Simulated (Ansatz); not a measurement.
**CH₄ClFOSeTi: up Jacob's ladder to CCSD(T)**

One table from this session's results is given with a row withheld; the runs are named, their logs left out.

Program: Ansatz 0.2.0, Gaussian basis. Level of theory: functionals in def2-TZVPP, the program's frozen cores in correlated methods. These are calculated values, not measurements.

The runs, in order: PBE-D4, r2SCAN-D4, PBE0-D4, B3LYP-D4, ωB97X-V, ωB97M-V, B2PLYP; CCSD(T)/def2-TZVPP; MP2/def2-QZVPP; extrapolation to the limit.

### The relaxed structure

The geometry comes from an earlier relaxation with PBE0-D4 in a triple-zeta def2 set; it is a stationary point, not always the lowest conformer.

SMILES `C[Se][Ti]([OH])([F])[Cl]`, 10 atoms, charge 0, spin multiplicity 1.

Atoms are counted from 1 here; the program's logs count them from 0.

Bond lengths: C1–Se2 1.965 Å, C1–H7 1.088 Å, C1–H8 1.088 Å, C1–H9 1.088 Å, Se2–Ti3 2.390 Å, Ti3–O4 1.755 Å, Ti3–F5 1.755 Å, Ti3–Cl6 2.204 Å, O4–H10 0.957 Å. Angles: Se2–C1–H7 110.3°, Se2–C1–H8 109.5°, Se2–C1–H9 106.6°, H7–C1–H8 110.7°, H7–C1–H9 109.5°, H8–C1–H9 110.1°, C1–Se2–Ti3 94.2°, Se2–Ti3–O4 104.7°, Se2–Ti3–F5 107.1°, Se2–Ti3–Cl6 108.4°, O4–Ti3–F5 114.3°, O4–Ti3–Cl6 113.0°, F5–Ti3–Cl6 108.9°, Ti3–O4–H10 147.1°.

Set-up of the first run:

in.yaml reads:

```yaml
crystal:
  periodic: [false, false, false]
  atoms:
    - {symbol: C, position_ang: [-0.443657, -1.443655, -1.295512]}
    - {symbol: Se, position_ang: [-0.809200, -1.143947, 0.611568]}
    - {symbol: Ti, position_ang: [0.297883, 0.972744, 0.672686]}
    - {symbol: O, position_ang: [0.239677, 1.457886, 2.358307]}
    - {symbol: F, position_ang: [1.919171, 0.726498, 0.048792]}
    - {symbol: Cl, position_ang: [-0.777989, 2.360334, -0.659731]}
    - {symbol: H, position_ang: [0.611033, -1.279623, -1.508867]}
    - {symbol: H, position_ang: [-1.064556, -0.780422, -1.893744]}
    - {symbol: H, position_ang: [-0.698920, -2.481407, -1.501445]}
    - {symbol: H, position_ang: [0.726558, 1.611573, 3.167947]}
basis:
  gaussian: {orbitals: def2-TZVPP}
hamiltonian: {xc: pbe, dispersion: d4}
output: {forces: true, orbitals: {seedname: orbitals}}
```

Started as:

```console
ansatz run in.yaml --threads 2 --pin off --events-out ev --progress --plain --max-ram 31744MiB --backend cuda --devices 0, --max-vram 18GiB
```

Among the steps run: PBE-D4 (GGA); r2SCAN-D4 (meta-GGA); PBE0-D4 (hybrid); B3LYP-D4 (hybrid); ωB97X-V (range-separated); ωB97M-V (range-separated); B2PLYP (double hybrid).

One of the session's tables, all rows but one given; the rest of the session is left out.

It belongs to the step «Orbital energies across the functionals». 

```
functional  HOMO (eV)  LUMO (eV)  gap (eV)
    PBE-D4      -5.96      -3.42      2.54
 r2SCAN-D4      -6.22      -3.38      2.83
   PBE0-D4      -7.06      -2.56      4.50
  B3LYP-D4      -6.85      -2.79      4.06
   ωB97X-V      -9.25      -0.47      8.78
   ωB97M-V          ?          ?         ?
```

**Question.** Estimate the row for ωB97M-V.

As computed: HOMO (eV): -9.12; LUMO (eV): -0.46; gap (eV): 8.67. In the column «HOMO (eV)» it lies between ωB97X-V (-9.25) and PBE0-D4 (-7.06).
